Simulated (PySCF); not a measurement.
**CoCl₂⁺: structure of the triplet**

Where does triplet CoCl₂⁺ go from a bent start, is the end point a minimum, and what are its modes, charges and moments?

Method: PBE0, basis Co def2-TZVP, Cl def2-TZVP, no relativity, density fitting; program: PySCF 2.14.0.

## 1. Where the work starts

3 atoms, charge 1, spin multiplicity 3.

Bond lengths: Co1–Cl2 2.058 Å, Co1–Cl3 2.058 Å. Angles: Cl2–Co1–Cl3 110.0°.

```xyz
3
charge 1 multiplicity 3
Co    0.0000    0.0000    0.0000
Cl    1.6858    0.0000    1.1804
Cl   -1.6858    0.0000    1.1804
```

## 2. The SCF at the typed geometry

The steps below are one call of a driver around PySCF. For each, scf.py gives the equivalent set-up of the SCF; relaxations use the driver's own optimiser. After this first run the driver tries any further starts and a stability analysis.

The input, scf.py:

```python
from pyscf import gto, scf, dft
mol = gto.M(atom='''
Co     0.000000     0.000000     0.000000
Cl     1.685800     0.000000     1.180400
Cl    -1.685800     0.000000     1.180400''',
    basis={'Co': 'def2-TZVP', 'Cl': 'def2-TZVP'},
    charge=1, spin=2)
mf = dft.UKS(mol, xc='PBE0')
mf.grids.atom_grid = (50, 194)
aux = {'Co': 'def2-universal-JKFIT', 'Cl': 'def2-universal-JKFIT'}
mf = mf.density_fit(auxbasis=aux)
mf.conv_tol = 1e-08
mf.diis_space = 10
mf.max_cycle = 60
mf.init_guess = 'minao'
mf.verbose = 4
mf.kernel()
```

The run is started by

```
$ OMP_NUM_THREADS=4 python axn.py task.json out
```

Output:

```text
init E= -2301.84586103128
[... the frontier-level lines of each cycle are left out ...]
cycle= 1 E= -2284.90691691861  delta_E= 16.9  |g|= 5.69  |ddm|= 5.97
cycle= 2 E= -2229.86697314843  delta_E=   55  |g|= 13.8  |ddm|= 11.7
cycle= 3 E= -2278.32451080268  delta_E= -48.5  |g|= 9.72  |ddm|= 7.36
cycle= 4 E= -2284.74255789029  delta_E= -6.42  |g|= 8.27  |ddm|= 1.48
cycle= 5 E= -2293.1299902658  delta_E= -8.39  |g|= 6.15  |ddm|= 3.14
cycle= 6 E= -2294.60170822184  delta_E= -1.47  |g|= 5.42  |ddm|= 0.507
cycle= 7 E= -2298.93324652826  delta_E= -4.33  |g|= 3.63  |ddm|= 1.47
cycle= 8 E= -2301.249024871  delta_E= -2.32  |g|= 2.11  |ddm|= 0.698
cycle= 9 E= -2301.50336583298  delta_E= -0.254  |g|= 1.79  |ddm|= 0.414
cycle= 10 E= -2301.95215329099  delta_E= -0.449  |g|= 1.21  |ddm|= 0.277
cycle= 11 E= -2302.31550845145  delta_E= -0.363  |g|= 0.139  |ddm|= 0.503
cycle= 12 E= -2302.31707689501  delta_E= -0.00157  |g|= 0.205  |ddm|= 0.18
cycle= 13 E= -2302.3300942055  delta_E= -0.013  |g|= 0.0574  |ddm|= 0.0808
cycle= 14 E= -2302.33413656654  delta_E= -0.00404  |g|= 0.0489  |ddm|= 0.106
cycle= 15 E= -2302.33777577908  delta_E= -0.00364  |g|= 0.0173  |ddm|= 0.0967
cycle= 16 E= -2302.34002410598  delta_E= -0.00225  |g|= 0.0209  |ddm|= 0.0826
cycle= 17 E= -2302.34388185319  delta_E= -0.00386  |g|= 0.0144  |ddm|= 0.159
cycle= 18 E= -2302.34492172908  delta_E= -0.00104  |g|= 0.0185  |ddm|= 0.0472
cycle= 19 E= -2302.34902643872  delta_E= -0.0041  |g|= 0.0153  |ddm|= 0.178
cycle= 20 E= -2302.34959199489  delta_E= -0.000566  |g|= 0.0165  |ddm|= 0.0234
cycle= 21 E= -2302.34905412929  delta_E= 0.000538  |g|= 0.016  |ddm|= 0.0228
cycle= 22 E= -2302.34616838098  delta_E= 0.00289  |g|= 0.0425  |ddm|= 0.161
cycle= 23 E= -2302.34252324193  delta_E= 0.00365  |g|= 0.0422  |ddm|= 0.184
cycle= 24 E= -2302.34379308522  delta_E= -0.00127  |g|= 0.0461  |ddm|= 0.0672
cycle= 25 E= -2302.34450269097  delta_E= -0.00071  |g|= 0.0303  |ddm|= 0.0362
cycle= 26 E= -2302.3455022098  delta_E= -0.001  |g|= 0.0261  |ddm|= 0.0495
cycle= 27 E= -2302.34468229784  delta_E= 0.00082  |g|= 0.0226  |ddm|= 0.0543
cycle= 28 E= -2302.34439079999  delta_E= 0.000291  |g|= 0.0242  |ddm|= 0.0139
cycle= 29 E= -2302.34889884944  delta_E= -0.00451  |g|= 0.0255  |ddm|= 0.223
cycle= 30 E= -2302.3436192017  delta_E= 0.00528  |g|= 0.0215  |ddm|= 0.262
cycle= 31 E= -2302.34434802423  delta_E= -0.000729  |g|= 0.0164  |ddm|= 0.0341
cycle= 32 E= -2302.34560317027  delta_E= -0.00126  |g|= 0.0133  |ddm|= 0.068
cycle= 33 E= -2302.34282094814  delta_E= 0.00278  |g|= 0.0167  |ddm|= 0.139
cycle= 34 E= -2302.34690404775  delta_E= -0.00408  |g|= 0.0149  |ddm|= 0.205
cycle= 35 E= -2302.34641477496  delta_E= 0.000489  |g|= 0.0141  |ddm|= 0.0249
cycle= 36 E= -2302.34709266619  delta_E= -0.000678  |g|= 0.0186  |ddm|= 0.0563
cycle= 37 E= -2302.34518404149  delta_E= 0.00191  |g|= 0.0193  |ddm|= 0.0976
cycle= 38 E= -2302.34559897597  delta_E= -0.000415  |g|= 0.0194  |ddm|= 0.0238
cycle= 39 E= -2302.34612201142  delta_E= -0.000523  |g|= 0.0196  |ddm|= 0.0268
cycle= 40 E= -2302.34659516495  delta_E= -0.000473  |g|= 0.0158  |ddm|= 0.0233
cycle= 41 E= -2302.34546385473  delta_E= 0.00113  |g|= 0.0154  |ddm|= 0.0623
cycle= 42 E= -2302.34684535569  delta_E= -0.00138  |g|= 0.0171  |ddm|= 0.0714
cycle= 43 E= -2302.34535599639  delta_E= 0.00149  |g|= 0.0193  |ddm|= 0.0766
cycle= 44 E= -2302.34201461112  delta_E= 0.00334  |g|= 0.0187  |ddm|= 0.165
cycle= 45 E= -2302.34904624981  delta_E= -0.00703  |g|= 0.0333  |ddm|= 0.358
cycle= 46 E= -2302.34845562909  delta_E= 0.000591  |g|= 0.0297  |ddm|= 0.0291
cycle= 47 E= -2302.34767979229  delta_E= 0.000776  |g|= 0.03  |ddm|= 0.0402
cycle= 48 E= -2302.34784184622  delta_E= -0.000162  |g|= 0.0332  |ddm|= 0.0173
cycle= 49 E= -2302.34950632074  delta_E= -0.00166  |g|= 0.0327  |ddm|= 0.0729
cycle= 50 E= -2302.35325618016  delta_E= -0.00375  |g|= 0.0546  |ddm|= 0.161
cycle= 51 E= -2302.3448779859  delta_E= 0.00838  |g|= 0.015  |ddm|= 0.384
cycle= 52 E= -2302.34647613196  delta_E= -0.0016  |g|= 0.0148  |ddm|= 0.085
cycle= 53 E= -2302.34413098401  delta_E= 0.00235  |g|= 0.0162  |ddm|= 0.121
cycle= 54 E= -2302.34659443353  delta_E= -0.00246  |g|= 0.0169  |ddm|= 0.136
cycle= 55 E= -2302.3466006618  delta_E= -6.23e-06  |g|= 0.0153  |ddm|= 0.0165
cycle= 56 E= -2302.34809819826  delta_E= -0.0015  |g|= 0.0173  |ddm|= 0.0873
cycle= 57 E= -2302.34823671316  delta_E= -0.000139  |g|= 0.0173  |ddm|= 0.0175
cycle= 58 E= -2302.34804252833  delta_E= 0.000194  |g|= 0.0206  |ddm|= 0.0133
cycle= 59 E= -2302.34754949471  delta_E= 0.000493  |g|= 0.0213  |ddm|= 0.024
cycle= 60 E= -2302.34744080786  delta_E= 0.000109  |g|= 0.0212  |ddm|= 0.0172
SCF not converged.
init E= -2301.84586103128
cycle= 1 E= -2284.90691691861  delta_E= 16.9  |g|= 5.69  |ddm|= 5.97
cycle= 2 E= -2229.86697314843  delta_E=   55  |g|= 13.8  |ddm|= 11.7
cycle= 3 E= -2293.78121488723  delta_E= -63.9  |g|= 5.98  |ddm|= 9.25
cycle= 4 E= -2301.64134852482  delta_E= -7.86  |g|= 1.87  |ddm|= 2.27
cycle= 5 E= -2299.44596803839  delta_E=  2.2  |g|= 3.34  |ddm|= 1.49
cycle= 6 E= -2302.25939642756  delta_E= -2.81  |g|= 0.622  |ddm|= 1.02
cycle= 7 E= -2302.15566199812  delta_E= 0.104  |g|= 0.867  |ddm|= 0.429
cycle= 8 E= -2302.33240143743  delta_E= -0.177  |g|= 0.105  |ddm|= 0.276
cycle= 9 E= -2302.33311316841  delta_E= -0.000712  |g|= 0.174  |ddm|= 0.125
cycle= 10 E= -2302.31900085415  delta_E= 0.0141  |g|= 0.293  |ddm|= 0.144
cycle= 11 E= -2302.34004385419  delta_E= -0.021  |g|= 0.0669  |ddm|= 0.142
cycle= 12 E= -2302.33899143811  delta_E= 0.00105  |g|= 0.125  |ddm|= 0.135
cycle= 13 E= -2302.34069137354  delta_E= -0.0017  |g|= 0.156  |ddm|= 0.122
cycle= 14 E= -2302.3461526432  delta_E= -0.00546  |g|= 0.121  |ddm|= 0.108
cycle= 15 E= -2302.34658687754  delta_E= -0.000434  |g|= 0.145  |ddm|= 0.0998
cycle= 16 E= -2302.35033887415  delta_E= -0.00375  |g|=  0.1  |ddm|= 0.0964
cycle= 17 E= -2302.35178239839  delta_E= -0.00144  |g|= 0.105  |ddm|= 0.0999
cycle= 18 E= -2302.35400631177  delta_E= -0.00222  |g|= 0.0964  |ddm|= 0.0924
cycle= 19 E= -2302.35595467445  delta_E= -0.00195  |g|= 0.0887  |ddm|= 0.0861
cycle= 20 E= -2302.35699768115  delta_E= -0.00104  |g|= 0.0935  |ddm|= 0.0793
SCF not converged.
init E= -2302.35699768115
cycle= 1 E= -2302.34156738275  delta_E= 0.0154  |g|= 0.283  |ddm|= 0.134
cycle= 2 E= -2302.21388332553  delta_E= 0.128  |g|= 0.801  |ddm|= 0.365
cycle= 3 E= -2302.35441609124  delta_E= -0.141  |g|= 0.135  |ddm|= 0.212
cycle= 4 E= -2302.36115564417  delta_E= -0.00674  |g|= 0.0152  |ddm|= 0.0726
cycle= 5 E= -2302.36174164759  delta_E= -0.000586  |g|= 0.0154  |ddm|= 0.0298
cycle= 6 E= -2302.36234151431  delta_E= -0.0006  |g|= 0.00823  |ddm|= 0.0321
cycle= 7 E= -2302.36306356894  delta_E= -0.000722  |g|= 0.00766  |ddm|= 0.0488
cycle= 8 E= -2302.36342186574  delta_E= -0.000358  |g|= 0.0056  |ddm|= 0.0291
cycle= 9 E= -2302.36394515245  delta_E= -0.000523  |g|= 0.00514  |ddm|= 0.0566
cycle= 10 E= -2302.3641381338  delta_E= -0.000193  |g|= 0.00355  |ddm|= 0.0274
cycle= 11 E= -2302.36433812275  delta_E= -0.0002  |g|= 0.00414  |ddm|= 0.0421
cycle= 12 E= -2302.36442174867  delta_E= -8.36e-05  |g|= 0.00247  |ddm|= 0.0265
cycle= 13 E= -2302.3644490358  delta_E= -2.73e-05  |g|= 0.00141  |ddm|= 0.0136
cycle= 14 E= -2302.36446627534  delta_E= -1.72e-05  |g|= 0.00132  |ddm|= 0.0146
cycle= 15 E= -2302.36447044004  delta_E= -4.16e-06  |g|= 0.00064  |ddm|= 0.00596
cycle= 16 E= -2302.36447209207  delta_E= -1.65e-06  |g|= 0.000373  |ddm|= 0.0039
cycle= 17 E= -2302.36447273703  delta_E= -6.45e-07  |g|= 0.000263  |ddm|= 0.00246
cycle= 18 E= -2302.36447290579  delta_E= -1.69e-07  |g|= 0.000113  |ddm|= 0.000928
cycle= 19 E= -2302.36447299787  delta_E= -9.21e-08  |g|= 8.51e-05  |ddm|= 0.000922
cycle= 20 E= -2302.36447302174  delta_E= -2.39e-08  |g|= 4.72e-05  |ddm|= 0.000391
cycle= 21 E= -2302.36447302894  delta_E= -7.2e-09  |g|= 2.57e-05  |ddm|= 0.000222
Extra cycle  E= -2302.36447302905  delta_E= -1.11e-10  |g|= 7.25e-05  |ddm|= 8.78e-05
converged SCF energy = -2302.36447302905  <S^2> = 2.5589769  2S+1 = 3.3520006
```

This step, with its further starts and checks, took 27 s on 4 threads of Arm Neoverse V1, shared host.

The starts that the driver tried:

```csv
start,energy (Eh)
the minimal-basis guess,-2302.364473
a thermally smeared density,-2302.338950
a smeared PBE density,-2302.365682
```

Where DIIS stalls, the driver goes on with a level shift of 0.3 Eh and then with a second-order solver.

The first run landed in a state that is too high. Following the other starts and the instabilities gains 3.2 kJ/mol (-2302.36568 Eh), and the work goes on from there.

## 3. Bent start, triplet: relaxation

The program finds C2v symmetry in the start, which this walk keeps. The walk stops when the largest gradient is under 0.0003 Eh/bohr and the energy has settled too.

scf.py, as its differences from that of step 2:

```diff
@@ -3,3 +3,3 @@
-Co     0.000000     0.000000     0.000000
-Cl     1.685800     0.000000     1.180400
-Cl    -1.685800     0.000000     1.180400''',
+Co     0.000000     0.000000    -0.640598
+Cl     1.685800     0.000000     0.539802
+Cl    -1.685800     0.000000     0.539802''',
@@ -15 +14,0 @@
-mf.init_guess = 'minao'
```

Steps of the walk:

```
step   energy (Eh)  change (kJ/mol)  largest symmetric gradient (Eh/bohr)
   0  -2302.365682             0.00                               0.00886
   1  -2302.366208            -1.38                               0.00680
   2  -2302.368754            -8.07                               0.01110
   3  -2302.369472            -9.95                               0.01119
   4  -2302.370778           -13.38                               0.00751
   5  -2302.371270           -14.67                               0.00120
   6  -2302.371312           -14.78                               0.00306
   7  -2302.371350           -14.88                               0.00055
   8  -2302.371351           -14.89                               0.00004
```

The walk took 20 s.

End point (C2v, 8 steps, 14.9 kJ/mol gained): Co–Cl 2.124 Å (×2); Cl–Co–Cl 80.5°.

## 4. Hessian and properties

On the finer grid the gradient is checked again; gradients at displacements of ±0.02 bohr then give force constants and infrared intensities.

scf.py, as its differences from that of step 3:

```diff
@@ -3,3 +3,3 @@
-Co     0.000000     0.000000    -0.640598
-Cl     1.685800     0.000000     0.539802
-Cl    -1.685800     0.000000     0.539802''',
+Co     0.000000     0.000000    -0.881251
+Cl     1.369968     0.000000     0.741924
+Cl    -1.369968     0.000000     0.741924''',
@@ -9 +9 @@
-mf.grids.atom_grid = (50, 194)
+mf.grids.atom_grid = (75, 302)
@@ -12 +12 @@
-mf.conv_tol = 1e-08
+mf.conv_tol = 1e-10
```

This SCF starts from the last density.

SCF at the final geometry:

```text
init E= -2302.37116913535
[... the frontier-level lines of each cycle are left out ...]
cycle= 1 E= -2302.37116913529  delta_E= 5.5e-11  |g|= 1.32e-05  |ddm|= 1.36e-05
cycle= 2 E= -2302.37116913494  delta_E= 3.53e-10  |g|= 3.51e-05  |ddm|= 2.95e-05
cycle= 3 E= -2302.37116913536  delta_E= -4.16e-10  |g|= 3.79e-06  |ddm|= 1.93e-05
cycle= 4 E= -2302.37116913537  delta_E= -1.55e-11  |g|= 3.33e-07  |ddm|= 2.85e-06
Extra cycle  E= -2302.37116913537  delta_E= -9.09e-13  |g|= 4.71e-07  |ddm|= 1.16e-06
converged SCF energy = -2302.37116913537  <S^2> = 2.790686  2S+1 = 3.4875126
```

The whole step took 44 s.

Geometry: C2v; Co–Cl 2.124 Å (×2); Cl–Co–Cl 80.3°.

Harmonic modes (main isotopes):

| symmetry | ω (cm⁻¹) | IR (km/mol) | μ (u) | type |
| --- | --- | --- | --- | --- |
| a1 | 136 | 5.3 | 38.28 | bend |
| b2 | 356 | 0.2 | 40.40 | stretch |
| a1 | 387 | 25.9 | 40.39 | stretch |

Every mode is real; the point is a minimum.

Properties at this point:

```
Dipole moment about the centre of mass                          : 4.30 D
Highest occupied level                                          : -14.97 eV
Lowest empty level                                              : -11.42 eV
Rotational constants                                            : 0.2001, 0.1284, 0.07822 cm⁻¹
Zero-point energy                                               : 5.3 kJ/mol
Principal polarisabilities                                      : 29.2, 42.2, 74.0 bohr³
Principal traceless quadrupole moments about the centre of mass : -6.97, -0.12, 7.08 D Å
Entropy at 298.15 K and 1 bar (electronic part: spin only)      : 303.4 J/(mol K)
Heat capacity Cp at 298.15 K                                    : 54.1 J/(mol K)
Enthalpy at 298.15 K above 0 K                                  : 13.45 kJ/mol
Rotational symmetry number                                      : 2
Spin squared ⟨S²⟩                                               : 2.791
```

Populations by atom (charges in e):

```
 atom  Mulliken  Löwdin  polar tensor  spin (Mulliken)  Mayer order to Co1
  Co1      0.91    0.30          1.08             2.68                   –
Cl2,3      0.05    0.35         -0.04            -0.34                1.00
```

Outer orbital energies (eV). α occupied: -19.63, -18.97, -18.69, -16.91, -15.76, -15.33, -15.18, -14.97; empty: -11.42, -8.89, -4.98, -3.36. β occupied: -18.70, -17.57, -16.89, -16.17, -16.15, -15.58, -15.25, -14.98; empty: -10.17, -10.10, -9.72, -8.29.

Mulliken populations on Co1: s 6.39, p 12.34, d 7.36, f 0.00.

## 5. Summary of results

| quantity | value |
| --- | --- |
| minimum | broken-symmetry (Ms = 1), C2v |
| geometry | Co–Cl 2.124 Å (×2); Cl–Co–Cl 80.3° |
| wavenumbers (cm⁻¹) | 136 (a1), 356 (b2), 387 (a1) |
| dipole moment (centre of mass) | 4.30 D |
| highest occupied, lowest empty level (either spin) | -14.97, -11.42 eV |
| polar-tensor charge of Co1 | +1.08 e |
| zero-point energy | 5.3 kJ/mol |
| entropy at 298.15 K | 303.4 J/(mol K) |
| ⟨S²⟩ | 2.791 |

The bent start keeps its C2v symmetry and ends in a minimum. The determinant is spin-contaminated (⟨S²⟩ = 2.79 against 2.00), so it is no pure spin state. The strongest infrared band lies at 387 cm⁻¹ (a1, stretch). The first SCF alone would have been 3 kJ/mol too high. Only this shape and spin were tried, so other structures or states may lie lower. Open d and f shells are described by one determinant, and the ground state may have another occupation or spin.

The search up to here took 91 s.
